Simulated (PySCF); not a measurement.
# DyHO2 (Dy(O)(OH)-): the cost of one run

Method: PBE0, Dy lcecp-0-SVP with ECP56, O def2-SVP, H def2-SVP; scalar-relativistic core potentials, no spin–orbit coupling; program: PySCF 2.14.0.

1 further run of the same task is left out (for a known fault of the program).

### Step 1. Where the work starts

4 atoms, charge -1, spin multiplicity 1.

Bond lengths: Dy1–O2 1.930 Å, Dy1–O3 2.295 Å, O3–H4 0.966 Å. Angles: O2–Dy1–O3 131.8°, Dy1–O3–H4 158.8°.

Coordinates:

```csv
atom,x (Å),y (Å),z (Å)
Dy1,0.00000,0.00000,0.00000
O2,1.76120,0.00000,0.78820
O3,-2.09440,0.00000,0.93730
H4,-3.05400,0.09060,0.99640
```

Formal oxidation states: Dy +2. Each metal's 10 4f electrons lie in its core potential, so multiplicities, spins and levels count the valence alone.

### Step 2. SCF at the start, singlet

File run.py (the lines that set the calculation):

```python
mol = gto.M(atom='''
Dy     0.00000     0.00000     0.00000
O      1.76120     0.00000     0.78820
O     -2.09440     0.00000     0.93730
H     -3.05400     0.09060     0.99640''',
    basis={'Dy': 'lcecp-0-SVP', 'O': 'def2-SVP', 'H': 'def2-SVP'},
    ecp={'Dy': 'lcecp-0-SVP'},
    charge=-1, spin=0)
mf = dft.RKS(mol, xc='PBE0')
mf.grids.atom_grid = (50, 194)  # f atoms: unpruned, at least (60, 302)
mf = mf.density_fit()  # fitting sets: Dy AutoAux, O def2-universal-JKFIT, H def2-universal-JKFIT
mf.conv_tol = 1e-08; mf.max_cycle = 55
mf.kernel(dm0)  # dm0: free metal ions and neutral atoms
```

Started as:

```console
OMP_NUM_THREADS=2 python run.py
```

Q: Estimate wall time and peak memory on 2 threads of Intel Xeon Platinum 8375C at 2.90GHz (Ice Lake), shared host.

About 1.8 s, with a peak of 0.35 GiB.
